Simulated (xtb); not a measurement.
# CH8Sn2 (SMILES [CH3][SnH2][SnH3]) at GFN2-xTB

Wanted: an optimisation with harmonic vibrations of CH8Sn2. 

Program for the calculation: xtb 6.7.1 later snapshot.

3 further runs of the same task are left out: 3 set aside as unsound or not needed.

## 1. The molecule

CH8Sn2: 11 atoms, total charge 0, spin state singlet. SMILES: `[CH3][SnH2][SnH3]`. All atoms were displaced at random from a relaxed shape. The run starts from this shape.

Bond lengths: C1–Sn2 2.046 Å, Sn2–Sn3 2.806 Å, C1–H4 1.009 Å, C1–H5 1.138 Å, C1–H6 1.112 Å, Sn2–H7 1.661 Å, Sn2–H8 1.692 Å, Sn3–H9 1.704 Å, Sn3–H10 1.755 Å, Sn3–H11 1.637 Å. Some angles: C1–Sn2–Sn3 114.4°, C1–Sn2–H7 117.3°, C1–Sn2–H8 112.8°, Sn3–Sn2–H7 104.9°, Sn3–Sn2–H8 103.0°, Sn2–C1–H4 106.5°, Sn2–C1–H5 103.0°, Sn2–C1–H6 112.3°, Sn2–Sn3–H9 115.5°, Sn2–Sn3–H10 111.5°.

## 2. An optimisation with harmonic vibrations at GFN2-xTB

File mol.coord:

```
$coord
     -3.075793829486      2.340936031403     -0.948642514562  c
     -0.235044135381     -0.105314436925     -1.893467782353  sn
      2.749324744196     -1.679021661730      2.197562510327  sn
     -3.872672438979      2.903790957622     -2.587148448180  h
     -4.328285407627      1.155850984127      0.335993304958  h
     -2.383473766468      3.970012231659      0.183605790269  h
     -1.045302005837     -2.755938785632     -3.364903029292  h
      1.903313255462      1.192511670945     -3.884634405348  h
      5.049499383090     -3.818380607419      1.491390754816  h
      1.007431894299     -3.522033756555      4.335863209386  h
      3.993728294523      0.446050954457      4.070224408048  h
$end
```

Command:

```console
xtb mol.coord --ohess normal > run.log 2> xtb.err
```

**Question.** What will come out? Wanted: total energy at the end; dipole moment; HOMO energy; LUMO energy; HOMO–LUMO gap; dispersion energy; mean polarisability; lowest harmonic wavenumber; highest harmonic wavenumber.

Answer, from the run:

Level: GFN2-xTB.

```
                      quantity                value
       total energy at the end         -10.38456 Eh
                 dipole moment               1.93 D
                   HOMO energy            -11.22 eV
                   LUMO energy             -6.52 eV
                 HOMO–LUMO gap              4.70 eV
             dispersion energy        -15.99 kJ/mol
mean polarisability (D4 model)           95.1 bohr³
    lowest harmonic wavenumber  7i cm⁻¹ (imaginary)
   highest harmonic wavenumber            3059 cm⁻¹
```

In words: At the final geometry: Bond lengths: C1–Sn2 2.158 Å, Sn2–Sn3 2.728 Å, C1–H4 1.082 Å, C1–H5 1.084 Å, C1–H6 1.084 Å, Sn2–H7 1.681 Å, Sn2–H8 1.681 Å, Sn3–H9 1.664 Å, Sn3–H10 1.667 Å, Sn3–H11 1.668 Å. Some angles: C1–Sn2–Sn3 114.0°, C1–Sn2–H7 110.0°, C1–Sn2–H8 110.0°, Sn3–Sn2–H7 109.3°, Sn3–Sn2–H8 109.3°, Sn2–C1–H4 109.6°, Sn2–C1–H5 110.4°, Sn2–C1–H6 110.5°, Sn2–Sn3–H9 114.5°, Sn2–Sn3–H10 113.7°. 1 mode is imaginary (lowest 7i cm⁻¹); so small a value may be numerical noise or a very soft motion.
